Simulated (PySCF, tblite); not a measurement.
# CH12Ge3Si, a small molecule taken as a stand-in for a surface group: NMR shifts, core binding energies and electronic excitations

Aim: the NMR shifts, core binding energies and electronic excitations of `C[Si]([GeH3])([GeH3])[GeH3]`.

Programs: tblite 0.8.0 and PySCF 2.14.0. All values are calculated, for the isolated system unless a continuum is named. Atoms count from 0, parts from 1.

## 1. The system as given

17 atoms, charge 0, multiplicity 1; geometry: distance geometry start.

## 2. Relaxing the cluster with GFN2-xTB

Job settings and geometry (Å):

```
{"job": {"kind": "relax", "xc": "GFN2-xTB", "basis": "xTB"}, "charge": 0, "multiplicity": 1}
Si     0.003697     0.640890    -0.847464
Ge    -1.046652     2.326910    -2.060394
Ge    -0.627831     0.781106     1.373142
Ge     2.283643     0.909210    -0.998807
C     -0.440722    -0.995592    -1.538900
H     -0.082248     3.462827    -2.301322
H     -1.523124     1.771464    -3.371645
H     -2.242962     2.827917    -1.272117
H      0.270992     1.736282     2.090206
H     -2.049181     1.236938     1.451387
H     -0.512789    -0.616277     1.991254
H      2.926582    -0.291191    -1.685934
H      2.610629     2.179048    -1.798490
H      2.877910     1.063535     0.366277
H     -1.294562    -1.357519    -1.044817
H     -0.656227    -0.892245    -2.565212
H      0.334411    -1.645133    -1.421401
```

Method: GFN2-xTB geometry optimisation, gas phase.

On the command line:

```console
$ OMP_NUM_THREADS=1 python cluster_run.py task.json out
```

The driver reads the jobs from task.json and runs them one after another.

Log:

```text
step      E/eV     max force
  0    -427.94413    2.786
  1    -428.11457    0.865
  2    -428.18565    0.351
  3    -428.21258    0.397
  4    -428.26174    0.739
  5    -428.31528    0.830
  6    -428.37362    0.650
  7    -428.41196    0.362
  8    -428.42919    0.229
  9    -428.44031    0.254
 10    -428.44953    0.223
 11    -428.45461    0.177
 12    -428.45701    0.093
 13    -428.45806    0.083
 14    -428.45858    0.075
 15    -428.45905    0.049
 16    -428.45946    0.044
 17    -428.45982    0.051
 18    -428.46016    0.049
 19    -428.46052    0.040
 20    -428.46092    0.052
 21    -428.46122    0.043
 22    -428.46136    0.021
 23    -428.46143    0.019
 24    -428.46150    0.032
 25    -428.46163    0.048
 26    -428.46180    0.053
 27    -428.46196    0.040
 28    -428.46208    0.026
 29    -428.46221    0.036
 30    -428.46243    0.064
 31    -428.46282    0.094
 32    -428.46343    0.110
 33    -428.46423    0.096
 34    -428.46522    0.089
 35    -428.46639    0.087
 36    -428.46762    0.097
 37    -428.46861    0.090
 38    -428.46902    0.083
 39    -428.46944    0.120
 40    -428.46999    0.052
 41    -428.47047    0.049
 42    -428.47084    0.052
 43    -428.47106    0.046
 44    -428.47124    0.036
 45    -428.47140    0.022
 46    -428.47152    0.020
 47    -428.47160    0.031
 48    -428.47167    0.036
 49    -428.47178    0.047
 50    -428.47196    0.054
 51    -428.47230    0.052
 52    -428.47292    0.046
 53    -428.47332    0.041
 54    -428.47346    0.071
 55    -428.47379    0.043
 56    -428.47394    0.042
 57    -428.47428    0.031
 58    -428.47446    0.040
 59    -428.47493    0.051
 60    -428.47540    0.054
 61    -428.47576    0.031
 62    -428.47593    0.024
 63    -428.47601    0.029
 64    -428.47615    0.038
 65    -428.47639    0.042
 66    -428.47670    0.048
 67    -428.47695    0.040
 68    -428.47709    0.030
 69    -428.47716    0.021
 70    -428.47722    0.016
 71    -428.47729    0.019
 72    -428.47734    0.015
 73    -428.47737    0.022
 74    -428.47740    0.014
 75    -428.47742    0.013
 76    -428.47746    0.010
 77    -428.47747    0.009
 78    -428.47749    0.010
 79    -428.47751    0.009
 80    -428.47753    0.009
 81    -428.47755    0.010
 82    -428.47756    0.008
 83    -428.47757    0.007
```

Run time: 4 s. Hardware: 1 thread of Arm Neoverse N1, shared host.

The steps of the relaxation:

```csv
step,energy from step 0 (eV),largest force (eV/Å)
0,0.0000,2.7864
3,-0.2685,0.3970
6,-0.4295,0.6504
9,-0.4962,0.2537
12,-0.5129,0.0929
15,-0.5149,0.0482
18,-0.5160,0.0503
21,-0.5171,0.0426
24,-0.5174,0.0322
27,-0.5178,0.0394
30,-0.5183,0.0640
33,-0.5201,0.0958
36,-0.5235,0.0972
39,-0.5253,0.1203
42,-0.5267,0.0523
45,-0.5273,0.0225
48,-0.5275,0.0362
51,-0.5282,0.0517
54,-0.5293,0.0706
57,-0.5302,0.0303
60,-0.5313,0.0543
63,-0.5319,0.0291
66,-0.5326,0.0484
69,-0.5330,0.0214
72,-0.5332,0.0157
75,-0.5333,0.0127
78,-0.5334,0.0108
81,-0.5334,0.0102
83,-0.5334,0.0070
```

Close pairs (by a distance rule), those that changed most:

```csv
bond,before (Å),after (Å),change (Å)
Si0–C4,1.831,1.907,+0.076
C4–H16,1.018,1.088,+0.070
Si0–Ge3,2.301,2.361,+0.060
Si0–Ge2,2.313,2.361,+0.048
C4–H14,1.051,1.088,+0.037
Ge3–H12,1.536,1.502,-0.034
C4–H15,1.054,1.088,+0.034
Si0–Ge1,2.327,2.360,+0.033
```

## 3. Optimising the geometry at PBE0-D3(BJ)/def2-SVP

Job settings and geometry (Å):

```
{"job": {"xc": "PBE0", "basis": "def2-SVP", "d3": "d3bj", "grid": 2, "kind": "geom", "shake": 0.01}, "charge": 0, "multiplicity": 1}
Si    -0.006640    -0.123407    -0.037458
Ge    -1.173619     1.562493    -1.267559
Ge    -0.696525    -0.045867     2.218759
Ge     2.342267     0.174041    -0.256030
C     -0.496405    -1.810756    -0.765380
H     -0.339805     2.763698    -1.641696
H     -1.727693     1.107936    -2.577349
H     -2.333172     2.179228    -0.568757
H      0.189999     0.794805     3.144345
H     -2.058129     0.495481     2.483029
H     -0.710686    -1.385581     2.915536
H      3.019037    -0.976369    -0.908070
H      2.713829     1.369968    -1.072344
H      3.037101     0.341381     1.047562
H     -1.570290    -1.985852    -0.692455
H     -0.203289    -1.870069    -1.792550
H      0.004505    -2.591329    -0.209493
```

Log:

```text
step   0  E = -6563.97167924  max force = 0.020877
step   1  E = -6563.98390183  max force = 0.005063
step   2  E = -6563.98460503  max force = 0.001166
step   3  E = -6563.98467393  max force = 0.000355
step   4  E = -6563.98482261  max force = 0.001633
step   5  E = -6563.98499691  max force = 0.002734
step   6  E = -6563.98544165  max force = 0.004022
step   7  E = -6563.98578927  max force = 0.003141
step   8  E = -6563.98624078  max force = 0.000719
step   9  E = -6563.98631310  max force = 0.000530
step  10  E = -6563.98634890  max force = 0.000672
step  11  E = -6563.98639419  max force = 0.000486
step  12  E = -6563.98642310  max force = 0.000588
step  13  E = -6563.98645059  max force = 0.000399
step  14  E = -6563.98647771  max force = 0.000648
step  15  E = -6563.98650905  max force = 0.000615
step  16  E = -6563.98653712  max force = 0.000729
step  17  E = -6563.98655580  max force = 0.000486
step  18  E = -6563.98656451  max force = 0.000179
optimisation converged
```

It took 15 min on 1 thread of Arm Neoverse N1, shared host; peak memory 1.2 GiB.

The steps of the relaxation:

```csv
step,energy from step 0 (eV),largest force component (eV/Å)
0,0.0000,1.0735
1,-0.3326,0.2604
2,-0.3517,0.0600
3,-0.3536,0.0183
4,-0.3576,0.0840
5,-0.3624,0.1406
6,-0.3745,0.2068
7,-0.3840,0.1615
8,-0.3962,0.0370
9,-0.3982,0.0273
10,-0.3992,0.0346
11,-0.4004,0.0250
12,-0.4012,0.0302
13,-0.4019,0.0205
14,-0.4027,0.0333
15,-0.4035,0.0316
16,-0.4043,0.0375
17,-0.4048,0.0250
18,-0.4050,0.0092
```

Close pairs (by a distance rule), those that changed most:

```csv
bond,before (Å),after (Å),change (Å)
Ge3–H11,1.485,1.543,+0.058
Ge1–H7,1.488,1.543,+0.055
Ge3–H13,1.487,1.542,+0.055
Ge2–H9,1.489,1.543,+0.054
Ge1–H6,1.493,1.543,+0.050
Ge3–H12,1.495,1.541,+0.047
Ge2–H10,1.510,1.543,+0.033
Ge1–H5,1.509,1.541,+0.031
```

The final coordinates are the input of the step that follows.

```csv
at the end point,value
point group (found at 0.08 Å tolerance),C1
"rotational constants (GHz, main isotopes)","0.694, 0.694, 0.424"
dipole moment (D),1.02
```

## 4. NMR shieldings: PBE0/pcSseg-1

Job settings and geometry (Å):

```
{"job": {"kind": "nmr", "xc": "PBE0", "basis": "pcSseg-1"}, "charge": 0, "multiplicity": 1}
Si    -0.128255    -0.173825    -0.043859
Ge    -1.161024     1.623557    -1.221846
Ge    -0.631727     0.041029     2.276541
Ge     2.242986     0.002213    -0.324168
C     -0.746317    -1.836021    -0.709313
H     -0.688373     2.980357    -0.665488
H     -0.800831     1.565738    -2.721128
H     -2.697329     1.556766    -1.096341
H     -0.094792     1.378502     2.821727
H     -2.153856    -0.006149     2.523642
H      0.019738    -1.103464     3.080339
H      2.765887    -1.195153    -1.145232
H      2.625848     1.295370    -1.070720
H      2.975401     0.004759     1.032520
H     -1.837328    -1.920613    -0.589153
H     -0.506916    -1.936205    -1.779043
H     -0.273071    -2.671417    -0.170987
```

With the program's defaults for keys left out, this is: GIAO PBE0/pcSseg-1 NMR shielding, non-relativistic, gas phase.

Log:

```text
coarse grid: 63504 points
cycle   1  E = -6564.0841724916  dE = -2.125e+00  |g| = 1.431e+00  |ddm| = 3.907e+00
cycle   2  E = -6564.0433769518  dE =  4.080e-02  |g| = 1.379e+00  |ddm| = 1.223e+00
cycle   3  E = -6564.1978533428  dE = -1.545e-01  |g| = 1.394e-01  |ddm| = 8.286e-01
cycle   4  E = -6564.2006117884  dE = -2.758e-03  |g| = 4.053e-02  |ddm| = 1.664e-01
cycle   5  E = -6564.2011299906  dE = -5.182e-04  |g| = 6.156e-03  |ddm| = 5.195e-02
cycle   6  E = -6564.2011377804  dE = -7.790e-06  |g| = 1.200e-03  |ddm| = 7.444e-03
final grid: 126712 points
cycle   7  E = -6564.2010602609  dE = -1.311e-07  |g| = 1.219e-03  |ddm| = 3.754e-03
cycle   8  E = -6564.2010602694  dE = -8.446e-09  |g| = 1.421e-03  |ddm| = 2.787e-03
cycle   9  E = -6564.2010606334  dE = -3.640e-07  |g| = 1.304e-04  |ddm| = 1.265e-03
cycle  10  E = -6564.2010606370  dE = -3.662e-09  |g| = 1.029e-05  |ddm| = 1.451e-04
cycle  11  E = -6564.2010606371  dE = -3.274e-11  |g| = 2.262e-06  |ddm| = 1.310e-05
converged SCF energy = -6564.2010606371

GIAO shielding tensors (ppm)
atom      isotropic    diamagn.    paramagn.     s11        s22        s33       span
  0 Si     420.159     880.732    -460.573    396.598    398.696    465.182     68.584
  1 Ge    1645.456    2758.905   -1113.449   1617.894   1638.076   1680.399     62.505
  2 Ge    1645.656    2758.894   -1113.239   1619.543   1637.139   1680.285     60.742
  3 Ge    1652.827    2758.612   -1105.785   1626.445   1635.033   1697.002     70.556
  4 C      188.033     253.176     -65.143    185.476    187.690    190.933      5.457
  5 H       27.709      29.694      -1.985     21.406     23.127     38.593     17.187
  6 H       27.592      29.504      -1.911     21.080     22.890     38.807     17.727
  7 H       27.598      29.458      -1.860     20.996     22.822     38.977     17.981
  8 H       27.710      29.679      -1.969     21.413     23.145     38.571     17.158
  9 H       27.589      29.441      -1.852     20.937     22.871     38.960     18.023
 10 H       27.598      29.487      -1.889     21.117     22.826     38.850     17.734
 11 H       27.669      29.503      -1.834     21.131     22.851     39.024     17.894
 12 H       27.649      29.647      -1.998     20.527     23.826     38.596     18.069
 13 H       27.626      29.619      -1.993     20.463     23.784     38.632     18.169
 14 H       30.779      30.242       0.538     25.613     28.303     38.422     12.810
 15 H       30.710      30.410       0.299     25.690     28.217     38.222     12.532
 16 H       30.701      30.357       0.344     25.686     28.186     38.230     12.544
```

Wall time 80 s (1 thread of Arm Neoverse N1, shared host); peak memory 1.2 GiB.

Shifts follow as δ = σ(reference) − σ, with reference shieldings (ppm) from runs at the same level and on the same kind of geometry: 1H TMS 31.27, 13C TMS 184.4, 29Si TMS 352.0, 73Ge GeMe4 1330. The references are single molecules in the gas phase. Atoms listed in one row are averaged.

```csv
atoms,environment,σ (ppm),δ (ppm)
C4,"carbon bonded to Si, 3 H",188.0,-3.6
H9,hydrogen on a germanium bonded to Si,27.59,3.68
H6,hydrogen on a germanium bonded to Si,27.59,3.67
H10,hydrogen on a germanium bonded to Si,27.60,3.67
H7,hydrogen on a germanium bonded to Si,27.60,3.67
H13,hydrogen on a germanium bonded to Si,27.63,3.64
H12,hydrogen on a germanium bonded to Si,27.65,3.62
H11,hydrogen on a germanium bonded to Si,27.67,3.60
H5,hydrogen on a germanium bonded to Si,27.71,3.56
H8,hydrogen on a germanium bonded to Si,27.71,3.56
H16,hydrogen on a carbon bonded to Si,30.70,0.57
H15,hydrogen on a carbon bonded to Si,30.71,0.56
H14,hydrogen on a carbon bonded to Si,30.78,0.49
Si0,"silicon bonded to C, 3 Ge",420.2,-68.2
"Ge1, Ge2","germanium bonded to Si, 3 H",1646,-315
Ge3,"germanium bonded to Si, 3 H",1653,-323
```

The run also stored atomic charges by several schemes (e):

```csv
atoms,Mulliken,IAO,Hirshfeld,ESP fit
Si0,0.38,0.27,0.13,0.37
"Ge1, Ge2",-0.11,0.18,0.19,0.01
Ge3,-0.14,0.18,0.19,-0.01
C4,-0.59,-0.67,-0.21,-0.62
```

Mayer bond orders: Si0–Ge1 0.89, Si0–Ge2 0.89, Si0–Ge3 0.85, Si0–C4 0.97.

## 5. Core holes by ΔSCF: SCAN, X2C

The job, as its differences from that of step 4:

```diff
@@ -1,2 +1,2 @@
-{"job": {"kind": "nmr", "xc": "PBE0", "basis": "pcSseg-1"}, "charge": 0, "multiplicity": 1}
+{"job": {"kind": "xps", "holes": 5}, "charge": 0, "multiplicity": 1}
 Si    -0.128255    -0.173825    -0.043859
```

With the program's defaults for keys left out, this is: delta-SCF UKS SCAN, pcX-2 on the ionised atom, pcseg-1 elsewhere, spin-free X2C.

Log:

```text
ground state, core basis on atom 0 (Si), 215 functions
  cycle   1  E = -6617.30043666  |g| = 4.14e-01
  cycle   2  E = -6617.25680506  |g| = 5.38e-01
  cycle   3  E = -6617.34237821  |g| = 6.68e-02
  cycle   4  E = -6617.34384707  |g| = 2.37e-02
  cycle   5  E = -6617.34408315  |g| = 4.99e-03
  cycle   6  E = -6617.34408897  |g| = 2.18e-03
  cycle   7  E = -6617.34408798  |g| = 4.96e-04
  E(ground) = -6617.73036980 Eh
hole in Si 2p of atom 0
  cycle   1  E = -6613.07098262  |g| = 1.25e+00
  cycle   2  E = -6612.49057529  |g| = 1.42e+00
  cycle   3  E = -6613.32306387  |g| = 3.68e-01
  cycle   4  E = -6613.42162287  |g| = 1.14e-01
  cycle   5  E = -6613.43117147  |g| = 1.14e-02
  cycle   6  E = -6613.43120605  |g| = 8.60e-03
  cycle   7  E = -6613.43124610  |g| = 1.89e-03
  cycle   8  E = -6613.43124736  |g| = 7.28e-04
  cycle   9  E = -6613.43125004  |g| = 1.65e-04
  E(ion) = -6613.82893497 Eh   <S^2> = 0.7525   hole on atom = 1.002   binding energy = 106.163 eV
  2p3/2 = 105.968 eV   2p1/2 = 106.591 eV
ground state, core basis on atom 4 (C), 204 functions
  cycle   1  E = -6617.24969034  |g| = 5.88e-02
  cycle   2  E = -6617.24959564  |g| = 2.62e-02
  cycle   3  E = -6617.24963830  |g| = 2.30e-02
  cycle   4  E = -6617.24981423  |g| = 2.07e-03
  cycle   5  E = -6617.24981111  |g| = 3.13e-04
  E(ground) = -6617.67849055 Eh
hole in C 1s of atom 4
  cycle   1  E = -6606.00336070  |g| = 1.51e+00
  cycle   2  E = -6605.26933507  |g| = 1.81e+00
  cycle   3  E = -6606.52285983  |g| = 3.46e-01
  cycle   4  E = -6606.56957976  |g| = 1.47e-01
  cycle   5  E = -6606.58538103  |g| = 4.08e-02
  cycle   6  E = -6606.58640140  |g| = 9.92e-03
  cycle   7  E = -6606.58645467  |g| = 5.83e-03
  cycle   8  E = -6606.58648397  |g| = 1.05e-03
  cycle   9  E = -6606.58649563  |g| = 5.23e-04
  cycle  10  E = -6606.58649699  |g| = 1.49e-04
  E(ion) = -6607.01405460 Eh   <S^2> = 0.7678   hole on atom = 1.000   binding energy = 290.194 eV
```

It took 45 s on 1 thread of Arm Neoverse N1, shared host; peak memory 0.71 GiB.

Binding energies by hole, beside the orbital energy of the ground state; the difference holds orbital relaxation and, for a density functional, its self-interaction error:

```csv
hole,stands for,environment,ΔSCF (eV; 2p as the shell's mean),−ε (eV),⟨S²⟩
Si2p on Si0,Si0,"silicon bonded to C, 3 Ge",106.18,96.4,0.752
C1s on C4,C4,"carbon bonded to Si, 3 H",290.19,273.7,0.768
```

With the spin-orbit splitting: Si0 2p3/2 105.97, 2p1/2 106.59 eV. The table gives each 2p level as the mean over the whole 2p shell (two parts 2p3/2, one part 2p1/2), which differs a little from the single hole in the log.

## 6. Ultraviolet spectrum: CAM-B3LYP/def2-SVPD

The job, as its differences from that of step 5:

```diff
@@ -1,2 +1,2 @@
-{"job": {"kind": "xps", "holes": 5}, "charge": 0, "multiplicity": 1}
+{"job": {"kind": "uv", "xc": "CAM-B3LYP", "basis": "def2-SVPD", "nstates": 6, "ntriplets": 2, "ip": true}, "charge": 0, "multiplicity": 1}
 Si    -0.128255    -0.173825    -0.043859
```

With the program's defaults for keys left out, this is: TDDFT CAM-B3LYP/def2-SVPD, vertical, gas phase, core orbitals frozen in the response.

Log:

```text
coarse grid: 63504 points
cycle   1  E = -6565.2095398661  dE = -1.954e+00  |g| = 6.518e-01  |ddm| = 4.618e+00
cycle   2  E = -6565.2179052726  dE = -8.365e-03  |g| = 6.387e-01  |ddm| = 1.041e+00
cycle   3  E = -6565.2616044638  dE = -4.370e-02  |g| = 2.094e-02  |ddm| = 5.576e-01
cycle   4  E = -6565.2617848906  dE = -1.804e-04  |g| = 9.482e-03  |ddm| = 8.952e-02
cycle   5  E = -6565.2618183926  dE = -3.350e-05  |g| = 1.921e-03  |ddm| = 2.366e-02
cycle   6  E = -6565.2618195364  dE = -1.144e-06  |g| = 5.386e-04  |ddm| = 3.690e-03
final grid: 126712 points
cycle   7  E = -6565.2617410414  dE = -9.468e-08  |g| = 4.402e-04  |ddm| = 3.913e-03
cycle   8  E = -6565.2617410532  dE = -1.186e-08  |g| = 4.023e-04  |ddm| = 1.049e-03
cycle   9  E = -6565.2617410933  dE = -4.010e-08  |g| = 2.739e-05  |ddm| = 4.530e-04
cycle  10  E = -6565.2617410937  dE = -3.347e-10  |g| = 7.942e-06  |ddm| = 6.665e-05
converged SCF energy = -6565.2617410937

Static polarisability (au): isotropic 146.163, principal 131.363 153.315 153.810

Singlet excitations
state   eV       nm        f      main configurations
  1   6.3920    194.0   0.03759   H-1->L+1 0.55, H-1->L 0.34
  2   6.4371    192.6   0.04462   H->L+1 0.48, H->L 0.31, H-1->L+2 0.11
  3   6.5568    189.1   0.01787   H-1->L+2 0.40, H->L+3 0.38
  4   6.8543    180.9   0.02522   H->L+2 0.60, H-1->L+3 0.25
  5   6.9001    179.7   0.30591   H->L 0.40, H->L+3 0.28, H-1->L+2 0.13
  6   6.9384    178.7   0.29684   H-1->L 0.45, H-1->L+1 0.29, H-1->L+3 0.12

Triplet excitations (Tamm-Dancoff, eV): 5.8059 5.8214
Vertical ionisation energy (delta-SCF) = 9.4022 eV
```

It took 7.9 min on 1 thread of Arm Neoverse N1, shared host; peak memory 1.4 GiB.

The orbitals next to the gap, with their largest atomic shares:

```csv
orbital,eV,atoms
HOMO−3,-10.74,"Ge3 16 %, Ge1 15 %, Ge2 15 %"
HOMO−2,-10.03,"C4 29 %, Si0 22 %, Ge3 8 %"
HOMO−1,-8.88,"Si0 28 %, Ge3 27 %, Ge2 9 %"
HOMO,-8.86,"Si0 28 %, Ge1 21 %, Ge2 21 %"
LUMO,0.57,"Ge2 18 %, Ge3 17 %, Ge1 17 %"
LUMO+1,0.65,"Ge3 17 %, Si0 13 %, C4 12 %"
LUMO+2,0.79,"Ge3 18 %, Si0 17 %, Ge2 15 %"
```

With each of the 6 states as a Gaussian band of 0.4 eV half-width at 1/e, the curve within the window shown has maxima at 179 nm (ε 26,000) L/(mol cm). Beyond the last state computed it falls off for lack of states. The curve at chosen wavelengths:

nm, ε (L/mol/cm) and a bar:
```
      171      13401 ###############
      173      17994 ####################
      174      20163 #######################
      176      23778 ###########################
      178      25942 #############################
      179      26376 ##############################
      181      25956 ##############################
      183      24078 ###########################
      184      22742 ##########################
      186      19619 ######################
      188      16310 ##################
      189      14709 #################
      191      11766 #############
      193       9260 ##########
      195       7207 ########
      196       6335 #######
      198       4861 #####
      200       3688 ####
      201       3196 ###
      203       2370 ##
      205       1723 ##
      206       1458 #
      208       1025 #
      210        703 
      211        577 
      213        382
```

Further results of this job:

```csv
property,computed
dipole moment (D),1.03
polarisability (Å³),21.66
HOMO–LUMO gap (eV),9.43
−ε(HOMO) (eV),8.86
```

## 7. Outcome

| quantity | value |
| --- | --- |
| point group | C1 |
| rotational constants (main isotopes) | 0.69, 0.69, 0.42 GHz |
| 13C shifts against TMS (PBE0/pcSseg-1) | -3.6 ppm |
| 1H shifts against TMS (PBE0/pcSseg-1) | 3.68, 3.67, 3.67, 3.67, 3.64, 3.62, 3.60, 3.56, 3.56, 0.57, 0.56, 0.49 ppm |
| 29Si shifts against TMS (PBE0/pcSseg-1) | -68.2 ppm |
| 73Ge shifts against GeMe4 (PBE0/pcSseg-1, means over atoms taken as alike) | -315, -323 ppm |
| Si2p binding energies, SCAN/pcX-2 | Si0 106.18 eV |
| C1s binding energies, SCAN/pcX-2 | C4 290.19 eV |
| lowest singlet (CAM-B3LYP/def2-SVPD) | 6.39 eV (194 nm), f = 0.038 |
| brightest single state of those computed | state 5, 6.90 eV, f = 0.306 |
| lowest triplet | 5.81 eV |
| vertical ionisation energy (ΔSCF) | 9.40 eV |

Relaxing lowered the energy by 0.405 eV in 18 steps; the close pair that moved most is Ge3–H11, from 1.485 to 1.543 Å (PBE0/def2-SVP). No frequency check was run at this level, so the end point may be a saddle. The lowest singlet, at 6.39 eV, is HOMO−1→LUMO+1 0.55, HOMO−1→LUMO 0.34 and is weak; of the 6 states computed, the strongest absorption comes from state 5 at 6.90 eV (the last state computed is bright too, and its partners may lie past the list). The lowest triplet lies 0.59 eV below the lowest singlet (triplets in Tamm-Dancoff, singlets in full TDDFT). The orbital energy would give 8.86 eV for ionisation, ΔSCF gives 9.40 eV. Spin-orbit coupling is left out, which matters for shieldings and couplings at and beside the heavy atoms. A capped cluster stands for the solid here, so long-range fields and strain are missing, and bands or shifts of the capping hydrogens have no counterpart in it.
